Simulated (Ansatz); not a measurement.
# C₄H₁₆N₄Sn: small, medium and large basis sets

One table from this session's results is given with a row withheld; the runs are named, their logs left out.

Program: Ansatz 0.2.0, Gaussian basis. Level of theory: one geometry, several basis sets. These are calculated values, not measurements.

The runs, in order: PBE0-D4/def2-SVP; ωB97M-V/def2-SVP; PBE0-D4/def2-QZVPP; ωB97M-V/def2-QZVPP; the functionals' def2-TZVPP values are taken from earlier runs.

## Structure used throughout

The geometry comes from an earlier relaxation with PBE0-D4 in a triple-zeta def2 set; it is a stationary point, not always the lowest conformer. Sn takes the def2 core potential; no spin-orbit term is included.

SMILES `C[NH][Sn]([NH]C)([NH]C)[NH]C`, 25 atoms, charge 0, spin multiplicity 1.

Atoms are counted from 1 here; the program's logs count them from 0.

Bond lengths: C1–N2 1.452 Å, C1–H10 1.094 Å, C1–H11 1.099 Å, C1–H12 1.095 Å, N2–Sn3 2.020 Å, N2–H13 1.010 Å, Sn3–N4 2.016 Å, Sn3–N6 2.022 Å, Sn3–N8 2.003 Å, N4–C5 1.450 Å, N4–H14 1.010 Å, C5–H15 1.095 Å, C5–H16 1.093 Å, C5–H17 1.100 Å, N6–C7 1.452 Å, N6–H18 1.010 Å, C7–H19 1.096 Å, C7–H20 1.099 Å and more. Angles: N2–C1–H10 109.5°, N2–C1–H11 114.8°, N2–C1–H12 110.5°, H10–C1–H11 107.2°, H10–C1–H12 106.7°, H11–C1–H12 107.8°, C1–N2–Sn3 119.4°, C1–N2–H13 111.7°, Sn3–N2–H13 114.5°, N2–Sn3–N4 105.1°, N2–Sn3–N6 112.5°, N2–Sn3–N8 113.9°, N4–Sn3–N6 118.1°, N4–Sn3–N8 105.5°, N6–Sn3–N8 101.8°, Sn3–N4–C5 120.7°, Sn3–N4–H14 113.7°, C5–N4–H14 112.4° and more.

Set-up of the first run:

The input, in.yaml:

```yaml
crystal:
  periodic: [false, false, false]
  atoms:
    - {symbol: C, position_ang: [-3.055994, 0.911896, -0.690009]}
    - {symbol: N, position_ang: [-1.723196, 0.962159, -1.262704]}
    - {symbol: Sn, position_ang: [-0.158090, 0.266833, -0.192146]}
    - {symbol: N, position_ang: [1.293097, -0.083859, -1.547607]}
    - {symbol: C, position_ang: [2.691102, -0.001019, -1.173306]}
    - {symbol: N, position_ang: [0.280059, 1.446430, 1.391149]}
    - {symbol: C, position_ang: [1.345545, 1.093192, 2.311446]}
    - {symbol: N, position_ang: [-0.500727, -1.496495, 0.695043]}
    - {symbol: C, position_ang: [-0.681893, -2.706399, -0.081735]}
    - {symbol: H, position_ang: [-3.211010, -0.059405, -0.211905]}
    - {symbol: H, position_ang: [-3.262170, 1.682339, 0.065960]}
    - {symbol: H, position_ang: [-3.814972, 1.001530, -1.474880]}
    - {symbol: H, position_ang: [-1.552239, 1.839799, -1.733089]}
    - {symbol: H, position_ang: [1.111077, 0.327344, -2.451757]}
    - {symbol: H, position_ang: [3.320974, -0.462123, -1.941619]}
    - {symbol: H, position_ang: [2.860414, -0.564346, -0.251521]}
    - {symbol: H, position_ang: [3.066694, 1.018979, -1.005213]}
    - {symbol: H, position_ang: [0.267115, 2.435944, 1.189179]}
    - {symbol: H, position_ang: [1.194056, 1.578084, 3.282732]}
    - {symbol: H, position_ang: [2.355017, 1.354471, 1.963544]}
    - {symbol: H, position_ang: [1.331308, 0.014871, 2.488235]}
    - {symbol: H, position_ang: [-1.097978, -1.455981, 1.507347]}
    - {symbol: H, position_ang: [-1.698693, -2.845183, -0.475219]}
    - {symbol: H, position_ang: [-0.001012, -2.692472, -0.936268]}
    - {symbol: H, position_ang: [-0.431484, -3.590891, 0.514743]}
basis:
  gaussian: {orbitals: def2-SVP}
hamiltonian: {xc: pbe0, dispersion: d4}
output: {orbitals: {seedname: orbitals}}
```

Command:

```
$ ansatz run in.yaml --threads 4 --pin off --events-out ev --progress --plain --max-ram 46080MiB --backend cpu
```

Among the steps run: PBE0-D4 in def2-SVP; ωB97M-V in def2-SVP; PBE0-D4 in def2-QZVPP; ωB97M-V in def2-QZVPP.

One of the session's tables, all rows but one given; the rest of the session is left out.

```
functional       basis  HOMO (eV)  LUMO (eV)
   PBE0-D4    def2-SVP      -5.91       0.36
   PBE0-D4  def2-TZVPP      -6.12      -0.11
   PBE0-D4  def2-QZVPP      -6.15      -0.30
   ωB97M-V    def2-SVP      -8.24       2.20
   ωB97M-V  def2-TZVPP      -8.45       1.43
   ωB97M-V  def2-QZVPP          ?          ?
```

Estimate the missing values for ωB97M-V, def2-QZVPP.

As computed: HOMO (eV): -8.48; LUMO (eV): 0.94. In the column «HOMO (eV)» it is the lowest.
